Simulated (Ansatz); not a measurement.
**ScZn: a single-point run**

The task is a single-point run on ScZn. The structure is shown as the input types it.

Method: DFT, PBEsol, all-electron LAPW, Dirac equation with spin-orbit coupling; levels and slopes on a fine mesh, in Ansatz 0.2.0.

1 further run of the same task is left out (for a known fault of the program).

## 1. Starting point

The structure is cubic, space group Pm-3m (No. 221). Conventional cell: a = 1.747 Å, b = 1.747 Å, c = 1.747 Å, α = 90.00°, β = 90.00°, γ = 90.00°. Sc (site symmetry m-3m) has 8 Zn at 1.51 Å as nearest neighbours. Zn (site symmetry m-3m) is surrounded by 8 Sc at 1.51 Å.

As a file:

```
CELL_PARAMETERS angstrom
1.74718 0.00000 0.00000
0.00000 1.74718 0.00000
0.00000 0.00000 1.74718
ATOMIC_POSITIONS crystal
Sc 0.00000 0.00000 0.00000
Zn 0.50000 0.50000 0.50000
```

## 2. The run

input.yaml reads:

```yaml
crystal:
  lattice:
    - [1.74718193, 0.0, 0.0]
    - [0.0, 1.74718193, 0.0]
    - [0.0, 0.0, 1.74718193]
  atoms:
    - { symbol: Sc, position: [0.0, 0.0, 0.0] }
    - { symbol: Zn, position: [0.5, 0.5, 0.5] }
kpoints:
  mp_grid: { grid: [10, 10, 10] }
scf:
  occupations: { method: fermi_dirac, width: 0.1 }
  max_iter: 60
hamiltonian:
  xc: pbesol
  pseudopotentials: { kind: all_electron, lapw: { basis_error: 0.001 } }
magnetization:
  noncollinear: true
  spin_orbit: true
output:
  forces: true
  stress: true
  eigenvalues: true
  eigenstates:
    nscf_kmesh: { grid: [12, 12, 12] }
    de_dk: true
    e_range: [-14, 14]
checkpoint:
  write: ck
  write_wavefunctions: false
```

The run is started by

```console
ansatz run input.yaml --threads 1 --pin off --max-ram 3072MiB --backend cpu --events-out ev --progress --plain --runs-dir out
```

What happens when this is run?

The run converged and reported no error. It gives a pressure of 7069 GPa, which is large; a structure far from rest gives such values too, whatever the setting.

The structure is shrunk by the factor 0.529 between bohr and ångström. The shortest distance in the input is 1.51 Å, between atoms 1 (Sc) and 2 (Zn).

The cure: give the lengths in the unit that the input reads.
